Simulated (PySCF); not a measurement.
# C2H5FGeO: NMR shifts at several levels of theory, part 1 of 2

How much do the NMR shifts of C2H5FGeO (`C[C](=O)[GeH2][F]`) depend on the level of theory, and what does each level cost?

Programs: PySCF 2.14.0, with density-fitted response routines of our own. Each step states its level of theory. These are calculated values for one molecule in the gas phase, unless marked as measured. Atoms count from 0, in the outputs and in this text.

### 1 Starting geometry

10 atoms, charge 0, multiplicity 1; geometry from: GFN2-xTB. The atoms were then displaced at random by about 0.01 Å, so the start is not that level's minimum.

Bonds of the start (Å): C0–C1 1.47, C1–O2 1.19, C1–Ge3 2.07, Ge3–F4 1.77, C0–H5 1.06, C0–H6 1.10, C0–H7 1.11, Ge3–H8 1.52, Ge3–H9 1.48.

### 2 Geometry optimisation at PBE0-D3(BJ)/def2-SVP

The job: settings as JSON, then the geometry in Å.

```
{"job": {"xc": "PBE0", "basis": "def2-SVP", "d3": "d3bj", "grid": 1, "shake": 0.01, "kind": "geom"}, "charge": 0, "multiplicity": 1}
C     -1.454310     0.087960    -0.161320
C     -0.284840     0.588820     0.580510
O     -0.284790     1.491570     1.363210
Ge     1.494740    -0.366330     0.117250
F      1.537800    -0.217650    -1.646920
H     -1.611260    -0.946950     0.023440
H     -1.263130     0.227690    -1.230880
H     -2.355900     0.669330     0.105920
H      1.545250    -1.874880     0.257520
H      2.726860     0.319510     0.570240
```

Started as:

```
> OMP_NUM_THREADS=1 python probes_run.py task.json out
```

This one command runs all jobs of the session in turn.

The program printed:

```text
step   0  E = -2330.31811353  max force = 0.030410
step   1  E = -2330.32275212  max force = 0.018187
step   2  E = -2330.32392361  max force = 0.002854
step   3  E = -2330.32395348  max force = 0.004488
step   4  E = -2330.32421642  max force = 0.002174
step   5  E = -2330.32436873  max force = 0.001131
step   6  E = -2330.32452646  max force = 0.001324
step   7  E = -2330.32470846  max force = 0.001188
step   8  E = -2330.32497232  max force = 0.000953
step   9  E = -2330.32503715  max force = 0.000814
step  10  E = -2330.32522076  max force = 0.004552
step  11  E = -2330.32542623  max force = 0.002618
step  12  E = -2330.32558253  max force = 0.001435
step  13  E = -2330.32572962  max force = 0.001016
step  14  E = -2330.32578247  max force = 0.000733
step  15  E = -2330.32580935  max force = 0.000345
step  16  E = -2330.32582408  max force = 0.000251
optimisation converged
```

It took 2.5 min on 1 thread of Arm Neoverse N1, shared host; peak memory 0.48 GiB.

Step by step:

| step | energy from step 0 (eV) | largest force component (eV/Å) |
| --- | --- | --- |
| 0 | 0.0000 | 1.5637 |
| 1 | -0.1262 | 0.9352 |
| 2 | -0.1581 | 0.1468 |
| 3 | -0.1589 | 0.2308 |
| 4 | -0.1661 | 0.1118 |
| 5 | -0.1702 | 0.0582 |
| 6 | -0.1745 | 0.0681 |
| 7 | -0.1795 | 0.0611 |
| 8 | -0.1866 | 0.0490 |
| 9 | -0.1884 | 0.0419 |
| 10 | -0.1934 | 0.2341 |
| 11 | -0.1990 | 0.1346 |
| 12 | -0.2032 | 0.0738 |
| 13 | -0.2072 | 0.0522 |
| 14 | -0.2087 | 0.0377 |
| 15 | -0.2094 | 0.0177 |
| 16 | -0.2098 | 0.0129 |

Close pairs (by a distance rule), those that changed most:

| bond | before (Å) | after (Å) | change (Å) |
| --- | --- | --- | --- |
| C1–Ge3 | 2.072 | 2.001 | -0.071 |
| Ge3–H9 | 1.481 | 1.536 | +0.055 |
| C0–H5 | 1.063 | 1.103 | +0.040 |
| C0–C1 | 1.473 | 1.499 | +0.026 |
| Ge3–H8 | 1.516 | 1.535 | +0.019 |
| Ge3–F4 | 1.771 | 1.752 | -0.019 |
| C1–O2 | 1.195 | 1.206 | +0.011 |
| C0–H7 | 1.106 | 1.099 | -0.007 |

The end geometry stands in the next job.

| at the end point | value |
| --- | --- |
| point group (found at 0.08 Å tolerance) | C1 |
| rotational constants (GHz, main isotopes) | 5.444, 2.325, 1.682 |
| dipole moment (D) | 0.52 |

### 3 Nuclear shieldings: PBE0/pcSseg-2

The job: settings as JSON, then the geometry in Å.

```
{"job": {"kind": "nmr", "xc": "PBE0", "basis": "pcSseg-2", "pop": false}, "charge": 0, "multiplicity": 1}
C     -1.434686     0.273428    -0.315315
C     -0.287665     0.362096     0.644954
O     -0.357287     0.850692     1.745475
Ge     1.491149    -0.373280     0.096626
F      1.287886    -1.040195    -1.511103
H     -1.669122    -0.787788    -0.502036
H     -1.148750     0.697780    -1.290820
H     -2.315850     0.788280     0.092448
H      1.934124    -1.525335     1.009626
H      2.547711     0.737592    -0.003038
```

Level: GIAO PBE0/pcSseg-2 NMR shielding, non-relativistic, gas phase.

The program printed:

```text
coarse grid: 40616 points
cycle   1  E = -2330.7071680516  dE = -2.368e-01  |g| = 1.396e+00  |ddm| = 2.195e+00
cycle   2  E = -2330.0197976959  dE =  6.874e-01  |g| = 2.425e+00  |ddm| = 1.869e+00
cycle   3  E = -2330.8903082608  dE = -8.705e-01  |g| = 4.223e-01  |ddm| = 1.554e+00
cycle   4  E = -2330.9186727167  dE = -2.836e-02  |g| = 1.566e-01  |ddm| = 2.524e-01
cycle   5  E = -2330.9217651824  dE = -3.092e-03  |g| = 4.611e-02  |ddm| = 8.006e-02
cycle   6  E = -2330.9220704532  dE = -3.053e-04  |g| = 1.059e-02  |ddm| = 2.336e-02
cycle   7  E = -2330.9220857212  dE = -1.527e-05  |g| = 2.118e-03  |ddm| = 7.177e-03
cycle   8  E = -2330.9220865098  dE = -7.886e-07  |g| = 6.458e-04  |ddm| = 1.467e-03
final grid: 85128 points
cycle   9  E = -2330.9221043500  dE =  1.009e-08  |g| = 1.063e-03  |ddm| = 2.037e-03
cycle  10  E = -2330.9221037396  dE =  6.105e-07  |g| = 2.100e-03  |ddm| = 1.745e-03
cycle  11  E = -2330.9221045691  dE = -8.295e-07  |g| = 2.228e-04  |ddm| = 1.155e-03
cycle  12  E = -2330.9221045797  dE = -1.064e-08  |g| = 1.062e-05  |ddm| = 1.207e-04
cycle  13  E = -2330.9221045797  dE = -7.731e-12  |g| = 8.411e-06  |ddm| = 1.109e-05
converged SCF energy = -2330.9221045797

GIAO shielding tensors (ppm)
atom      isotropic    diamagn.    paramagn.     s11        s22        s33       span
  0 C      143.149     245.144    -101.994    105.353    136.574    187.521     82.168
  1 C      -62.479     247.241    -309.720   -149.627   -119.327     81.517    231.144
  2 O     -463.667     393.743    -857.410  -1246.976   -481.655    337.629   1584.605
  3 Ge    1424.237    2756.020   -1331.783   1242.713   1356.568   1673.429    430.716
  4 F      421.182     469.353     -48.170    402.964    406.307    454.277     51.313
  5 H       28.627      29.321      -0.694     25.725     28.936     31.221      5.497
  6 H       28.340      29.567      -1.227     25.313     29.373     30.335      5.023
  7 H       28.944      28.330       0.614     26.580     26.702     33.550      6.969
  8 H       25.982      28.432      -2.450     19.988     22.017     35.940     15.951
  9 H       25.980      28.410      -2.430     20.002     22.025     35.912     15.910
```

Wall time 74 s (1 thread of Arm Neoverse N1, shared host); peak memory 1.1 GiB.

The references, computed at this level on geometries of the same kind, shield at (ppm): ¹H TMS 31.25, ¹³C TMS 184.1, ¹⁹F CFCl3 175.8, ¹⁷O H2O 328.2, ⁷³Ge GeMe4 1337. Their shielding less the atom's gives the shift. The references are single molecules in the gas phase, so shifts against H2O, NH3, PH3, H3PO4 or CFCl3 are not on the usual liquid scales and can be off by tens of ppm. Atoms listed in one row are averaged.

| atoms | environment | σ (ppm) | δ (ppm) |
| --- | --- | --- | --- |
| C1 | carbonyl carbon | -62.5 | 246.6 |
| C0 | methyl carbon α to a carbonyl | 143.1 | 41.0 |
| H8, H9 | hydrogen on a germanium bonded to C, F | 25.98 | 5.26 |
| H5, H6, H7 | hydrogen on a methyl carbon α to a carbonyl | 28.64 | 2.61 |
| O2 | carbonyl oxygen | -463.7 | 791.8 |
| Ge3 | germanium bonded to C, F, 2 H | 1424 | -87 |
| F4 | fluorine bonded to Ge | 421.2 | -245.4 |

### 4 Nuclear shieldings: mPW1PW91/pcSseg-2

Same as in step 3 but for these lines:

```diff
@@ -1,2 +1,2 @@
-{"job": {"kind": "nmr", "xc": "PBE0", "basis": "pcSseg-2", "pop": false}, "charge": 0, "multiplicity": 1}
+{"job": {"kind": "nmr", "xc": "mPW1PW91", "basis": "pcSseg-2", "pop": false}, "charge": 0, "multiplicity": 1}
 C     -1.434686     0.273428    -0.315315
```

Method: GIAO mPW1PW91/pcSseg-2 NMR shielding, non-relativistic, gas phase.

The program printed:

```text
coarse grid: 40616 points
cycle   1  E = -2331.3424860253  dE = -2.301e-01  |g| = 1.400e+00  |ddm| = 2.188e+00
cycle   2  E = -2330.6306043236  dE =  7.119e-01  |g| = 2.453e+00  |ddm| = 1.915e+00
cycle   3  E = -2331.5313911039  dE = -9.008e-01  |g| = 4.181e-01  |ddm| = 1.594e+00
cycle   4  E = -2331.5590730281  dE = -2.768e-02  |g| = 1.606e-01  |ddm| = 2.513e-01
cycle   5  E = -2331.5623619185  dE = -3.289e-03  |g| = 4.575e-02  |ddm| = 8.169e-02
cycle   6  E = -2331.5626608564  dE = -2.989e-04  |g| = 1.087e-02  |ddm| = 2.319e-02
cycle   7  E = -2331.5626769994  dE = -1.614e-05  |g| = 2.199e-03  |ddm| = 7.314e-03
cycle   8  E = -2331.5626778361  dE = -8.367e-07  |g| = 6.702e-04  |ddm| = 1.501e-03
final grid: 85128 points
cycle   9  E = -2331.5626923576  dE =  1.477e-08  |g| = 1.102e-03  |ddm| = 2.000e-03
cycle  10  E = -2331.5626916978  dE =  6.598e-07  |g| = 2.184e-03  |ddm| = 1.772e-03
cycle  11  E = -2331.5626925922  dE = -8.943e-07  |g| = 2.258e-04  |ddm| = 1.180e-03
cycle  12  E = -2331.5626926031  dE = -1.089e-08  |g| = 1.111e-05  |ddm| = 1.215e-04
cycle  13  E = -2331.5626926031  dE = -5.912e-12  |g| = 9.353e-06  |ddm| = 1.198e-05
converged SCF energy = -2331.5626926031

GIAO shielding tensors (ppm)
atom      isotropic    diamagn.    paramagn.     s11        s22        s33       span
  0 C      142.635     245.427    -102.791    105.218    136.056    186.631     81.413
  1 C      -63.115     247.113    -310.228   -149.806   -120.360     80.821    230.627
  2 O     -463.929     393.667    -857.596  -1245.929   -483.986    338.129   1584.058
  3 Ge    1418.695    2756.432   -1337.737   1238.834   1351.175   1666.076    427.242
  4 F      420.819     469.325     -48.507    403.543    406.158    452.754     49.211
  5 H       28.681      29.340      -0.658     25.788     28.994     31.261      5.473
  6 H       28.398      29.586      -1.189     25.379     29.432     30.382      5.004
  7 H       28.995      28.352       0.643     26.626     26.777     33.582      6.956
  8 H       26.035      28.471      -2.435     20.048     22.065     35.993     15.945
  9 H       26.033      28.449      -2.416     20.062     22.074     35.965     15.902
```

Wall time 71 s (1 thread of Arm Neoverse N1, shared host); peak memory 1.1 GiB.

Key values: δ C1 246.6, C0 40.9, O2 791.0, Ge3 -88, H8 5.26, H5 2.60 ppm (means over like atoms).

### 5 NMR shieldings: WP04/pcSseg-2

Same as in step 4 but for these lines:

```diff
@@ -1,2 +1,2 @@
-{"job": {"kind": "nmr", "xc": "mPW1PW91", "basis": "pcSseg-2", "pop": false}, "charge": 0, "multiplicity": 1}
+{"job": {"kind": "nmr", "xc": "WP04", "basis": "pcSseg-2", "pop": false}, "charge": 0, "multiplicity": 1}
 C     -1.434686     0.273428    -0.315315
```

With the program's defaults for keys left out, this is: GIAO WP04/pcSseg-2 NMR shielding, non-relativistic, gas phase.

The program printed:

```text
coarse grid: 40616 points
cycle   1  E = -2347.4429135053  dE = -1.483e-01  |g| = 1.465e+00  |ddm| = 2.155e+00
cycle   2  E = -2345.5243203752  dE =  1.919e+00  |g| = 3.342e+00  |ddm| = 3.030e+00
cycle   3  E = -2347.7405810599  dE = -2.216e+00  |g| = 4.603e-01  |ddm| = 2.726e+00
cycle   4  E = -2347.7609342901  dE = -2.035e-02  |g| = 3.785e-01  |ddm| = 4.080e-01
cycle   5  E = -2347.7855056158  dE = -2.457e-02  |g| = 6.814e-02  |ddm| = 1.748e-01
cycle   6  E = -2347.7861430355  dE = -6.374e-04  |g| = 2.168e-02  |ddm| = 3.988e-02
cycle   7  E = -2347.7862366429  dE = -9.361e-05  |g| = 3.950e-03  |ddm| = 1.529e-02
cycle   8  E = -2347.7862393475  dE = -2.705e-06  |g| = 1.347e-03  |ddm| = 2.675e-03
final grid: 85128 points
cycle   9  E = -2347.7862482890  dE =  3.560e-07  |g| = 2.334e-03  |ddm| = 3.492e-03
cycle  10  E = -2347.7862453568  dE =  2.932e-06  |g| = 4.773e-03  |ddm| = 4.063e-03
cycle  11  E = -2347.7862490938  dE = -3.737e-06  |g| = 8.151e-04  |ddm| = 2.631e-03
cycle  12  E = -2347.7862492133  dE = -1.195e-07  |g| = 6.495e-05  |ddm| = 3.899e-04
cycle  13  E = -2347.7862492141  dE = -7.749e-10  |g| = 2.423e-05  |ddm| = 5.047e-05
converged SCF energy = -2347.7862492141

GIAO shielding tensors (ppm)
atom      isotropic    diamagn.    paramagn.     s11        s22        s33       span
  0 C      131.970     244.258    -112.288     97.741    124.828    173.342     75.601
  1 C      -77.743     249.284    -327.028   -167.828   -133.823     68.421    236.249
  2 O     -433.298     393.851    -827.150  -1152.504   -476.680    329.289   1481.794
  3 Ge    1394.715    2761.512   -1366.798   1241.339   1346.040   1596.766    355.427
  4 F      409.652     473.419     -63.767    389.831    411.589    427.535     37.704
  5 H       29.041      29.918      -0.876     26.327     29.381     31.416      5.089
  6 H       28.792      30.145      -1.353     25.951     29.790     30.636      4.685
  7 H       29.361      28.802       0.559     26.998     27.456     33.629      6.631
  8 H       26.836      28.902      -2.066     20.988     22.873     36.647     15.659
  9 H       26.835      28.883      -2.048     21.003     22.880     36.621     15.617
```

Wall time 66 s (1 thread of Arm Neoverse N1, shared host); peak memory 1.1 GiB.

In short: δ C1 249.8, C0 40.1, O2 747.4, Ge3 -113, H8 4.78, H5 2.55 ppm (means over like atoms).

### 6 NMR shieldings: B97-2/pcSseg-2

Same as in step 5 but for these lines:

```diff
@@ -1,2 +1,2 @@
-{"job": {"kind": "nmr", "xc": "WP04", "basis": "pcSseg-2", "pop": false}, "charge": 0, "multiplicity": 1}
+{"job": {"kind": "nmr", "xc": "B97-2", "basis": "pcSseg-2", "pop": false}, "charge": 0, "multiplicity": 1}
 C     -1.434686     0.273428    -0.315315
```

Level: GIAO B97-2/pcSseg-2 NMR shielding, non-relativistic, gas phase.

The program printed:

```text
coarse grid: 40616 points
cycle   1  E = -2331.6984411042  dE = -2.392e-01  |g| = 1.324e+00  |ddm| = 2.188e+00
cycle   2  E = -2330.9007765725  dE =  7.977e-01  |g| = 2.467e+00  |ddm| = 2.031e+00
cycle   3  E = -2331.8841826498  dE = -9.834e-01  |g| = 3.984e-01  |ddm| = 1.709e+00
cycle   4  E = -2331.9088319631  dE = -2.465e-02  |g| = 1.830e-01  |ddm| = 2.617e-01
cycle   5  E = -2331.9134496036  dE = -4.618e-03  |g| = 4.606e-02  |ddm| = 9.212e-02
cycle   6  E = -2331.9137566969  dE = -3.071e-04  |g| = 1.167e-02  |ddm| = 2.466e-02
cycle   7  E = -2331.9137754085  dE = -1.871e-05  |g| = 2.390e-03  |ddm| = 7.902e-03
cycle   8  E = -2331.9137763505  dE = -9.420e-07  |g| = 7.211e-04  |ddm| = 1.585e-03
final grid: 85128 points
cycle   9  E = -2331.9137977760  dE =  3.015e-08  |g| = 1.205e-03  |ddm| = 2.192e-03
cycle  10  E = -2331.9137969339  dE =  8.421e-07  |g| = 2.425e-03  |ddm| = 1.945e-03
cycle  11  E = -2331.9137980583  dE = -1.124e-06  |g| = 2.901e-04  |ddm| = 1.326e-03
cycle  12  E = -2331.9137980757  dE = -1.733e-08  |g| = 9.831e-06  |ddm| = 1.517e-04
cycle  13  E = -2331.9137980757  dE = -5.912e-12  |g| = 9.451e-06  |ddm| = 1.081e-05
converged SCF energy = -2331.9137980757

GIAO shielding tensors (ppm)
atom      isotropic    diamagn.    paramagn.     s11        s22        s33       span
  0 C      143.350     245.432    -102.082    107.456    136.488    186.107     78.651
  1 C      -58.207     247.856    -306.063   -141.624   -114.127     81.131    222.755
  2 O     -439.021     394.137    -833.158  -1188.721   -464.283    335.940   1524.661
  3 Ge    1422.738    2757.278   -1334.540   1247.154   1356.339   1664.722    417.568
  4 F      418.197     469.895     -51.698    402.754    404.342    447.496     44.742
  5 H       28.751      29.446      -0.695     25.898     29.054     31.301      5.403
  6 H       28.477      29.698      -1.221     25.491     29.494     30.445      4.953
  7 H       29.080      28.295       0.786     26.738     26.876     33.627      6.888
  8 H       26.142      28.629      -2.487     20.189     22.192     36.045     15.857
  9 H       26.140      28.606      -2.466     20.202     22.200     36.018     15.816
```

Wall time 71 s (1 thread of Arm Neoverse N1, shared host); peak memory 1.1 GiB.

Key values: δ C1 241.7, C0 40.1, O2 765.3, Ge3 -94, H8 5.22, H5 2.59 ppm (means over like atoms).

### 7 Shielding tensors: BHandHLYP/pcSseg-2

Same as in step 6 but for these lines:

```diff
@@ -1,2 +1,2 @@
-{"job": {"kind": "nmr", "xc": "B97-2", "basis": "pcSseg-2", "pop": false}, "charge": 0, "multiplicity": 1}
+{"job": {"kind": "nmr", "xc": "BHandHLYP", "basis": "pcSseg-2", "pop": false}, "charge": 0, "multiplicity": 1}
 C     -1.434686     0.273428    -0.315315
```

Method: GIAO BHandHLYP/pcSseg-2 NMR shielding, non-relativistic, gas phase.

The program printed:

```text
coarse grid: 40616 points
cycle   1  E = -2331.1047189655  dE = -2.444e-01  |g| = 1.261e+00  |ddm| = 2.158e+00
cycle   2  E = -2330.8585595744  dE =  2.462e-01  |g| = 1.756e+00  |ddm| = 1.301e+00
cycle   3  E = -2331.2985680251  dE = -4.400e-01  |g| = 2.005e-01  |ddm| = 9.143e-01
cycle   4  E = -2331.3043139965  dE = -5.746e-03  |g| = 1.014e-01  |ddm| = 1.198e-01
cycle   5  E = -2331.3057001080  dE = -1.386e-03  |g| = 1.388e-02  |ddm| = 5.147e-02
cycle   6  E = -2331.3057356656  dE = -3.556e-05  |g| = 7.245e-03  |ddm| = 1.068e-02
cycle   7  E = -2331.3057450238  dE = -9.358e-06  |g| = 1.624e-03  |ddm| = 5.743e-03
final grid: 85128 points
cycle   8  E = -2331.3057558347  dE = -4.878e-07  |g| = 1.546e-03  |ddm| = 2.461e-03
cycle   9  E = -2331.3057555783  dE =  2.564e-07  |g| = 2.146e-03  |ddm| = 1.371e-03
cycle  10  E = -2331.3057562852  dE = -7.069e-07  |g| = 2.008e-04  |ddm| = 9.401e-04
cycle  11  E = -2331.3057562939  dE = -8.696e-09  |g| = 1.222e-04  |ddm| = 1.341e-04
cycle  12  E = -2331.3057562981  dE = -4.274e-09  |g| = 3.745e-05  |ddm| = 1.829e-04
cycle  13  E = -2331.3057562984  dE = -2.638e-10  |g| = 6.837e-06  |ddm| = 2.657e-05
converged SCF energy = -2331.3057562984

GIAO shielding tensors (ppm)
atom      isotropic    diamagn.    paramagn.     s11        s22        s33       span
  0 C      144.437     241.798     -97.360    108.766    136.913    187.633     78.867
  1 C      -63.455     247.197    -310.651   -151.979   -126.219     87.834    239.812
  2 O     -470.482     393.445    -863.927  -1259.705   -503.258    351.519   1611.224
  3 Ge    1469.429    2754.633   -1285.204   1303.727   1414.221   1690.339    386.611
  4 F      432.876     470.098     -37.222    412.927    421.794    463.907     50.979
  5 H       28.891      29.270      -0.379     25.928     29.237     31.507      5.579
  6 H       28.612      29.498      -0.885     25.523     29.702     30.612      5.089
  7 H       29.123      28.446       0.677     26.560     27.025     33.785      7.225
  8 H       26.392      28.403      -2.012     20.405     22.383     36.388     15.983
  9 H       26.392      28.383      -1.991     20.421     22.394     36.361     15.940
```

It took 72 s on 1 thread of Arm Neoverse N1, shared host; peak memory 1 GiB.

Key values: δ C1 247.7, C0 39.8, O2 797.1, Ge3 -97, H8 5.06, H5 2.57 ppm (means over like atoms).

### 8 NMR shieldings: CAM-B3LYP/pcSseg-2

Same as in step 7 but for these lines:

```diff
@@ -1,2 +1,2 @@
-{"job": {"kind": "nmr", "xc": "BHandHLYP", "basis": "pcSseg-2", "pop": false}, "charge": 0, "multiplicity": 1}
+{"job": {"kind": "nmr", "xc": "CAM-B3LYP", "basis": "pcSseg-2", "pop": false}, "charge": 0, "multiplicity": 1}
 C     -1.434686     0.273428    -0.315315
```

Method: GIAO CAM-B3LYP/pcSseg-2 NMR shielding, non-relativistic, gas phase.

The program printed:

```text
coarse grid: 40616 points
cycle   1  E = -2331.2609959625  dE = -2.166e-01  |g| = 1.446e+00  |ddm| = 2.164e+00
cycle   2  E = -2330.8484219592  dE =  4.126e-01  |g| = 2.182e+00  |ddm| = 1.533e+00
cycle   3  E = -2331.4872690526  dE = -6.388e-01  |g| = 2.536e-01  |ddm| = 1.111e+00
cycle   4  E = -2331.4960750654  dE = -8.806e-03  |g| = 1.273e-01  |ddm| = 1.475e-01
cycle   5  E = -2331.4980626981  dE = -1.988e-03  |g| = 1.953e-02  |ddm| = 5.802e-02
cycle   6  E = -2331.4981198112  dE = -5.711e-05  |g| = 9.235e-03  |ddm| = 1.208e-02
cycle   7  E = -2331.4981336244  dE = -1.381e-05  |g| = 1.929e-03  |ddm| = 6.671e-03
cycle   8  E = -2331.4981346462  dE = -1.022e-06  |g| = 7.763e-04  |ddm| = 2.489e-03
final grid: 85128 points
cycle   9  E = -2331.4981566791  dE = -1.403e-07  |g| = 8.621e-04  |ddm| = 1.473e-03
cycle  10  E = -2331.4981565291  dE =  1.500e-07  |g| = 1.309e-03  |ddm| = 9.785e-04
cycle  11  E = -2331.4981568340  dE = -3.048e-07  |g| = 1.511e-04  |ddm| = 6.353e-04
cycle  12  E = -2331.4981568388  dE = -4.882e-09  |g| = 3.207e-05  |ddm| = 8.483e-05
cycle  13  E = -2331.4981568393  dE = -4.320e-10  |g| = 1.973e-05  |ddm| = 6.707e-05
converged SCF energy = -2331.4981568393

GIAO shielding tensors (ppm)
atom      isotropic    diamagn.    paramagn.     s11        s22        s33       span
  0 C      141.626     241.741    -100.115    104.203    133.655    187.020     82.817
  1 C      -68.714     246.583    -315.297   -161.247   -126.282     81.387    242.634
  2 O     -463.871     393.261    -857.132  -1250.327   -483.572    342.286   1592.613
  3 Ge    1399.971    2755.139   -1355.168   1212.962   1334.934   1652.017    439.055
  4 F      423.674     470.113     -46.439    403.318    409.196    458.509     55.191
  5 H       28.742      29.296      -0.553     25.856     29.086     31.285      5.429
  6 H       28.456      29.508      -1.052     25.443     29.515     30.410      4.967
  7 H       29.038      28.860       0.178     26.632     26.885     33.597      6.965
  8 H       26.097      28.145      -2.049     20.113     22.120     36.057     15.944
  9 H       26.097      28.125      -2.029     20.128     22.130     36.031     15.903
```

Run time: 93 s. Hardware: 1 thread of Arm Neoverse N1, shared host; peak memory 1.3 GiB.

In short: δ C1 251.3, C0 40.9, O2 793.6, Ge3 -87, H8 5.24, H5 2.59 ppm (means over like atoms).

(Continued in part 2 of 2.)
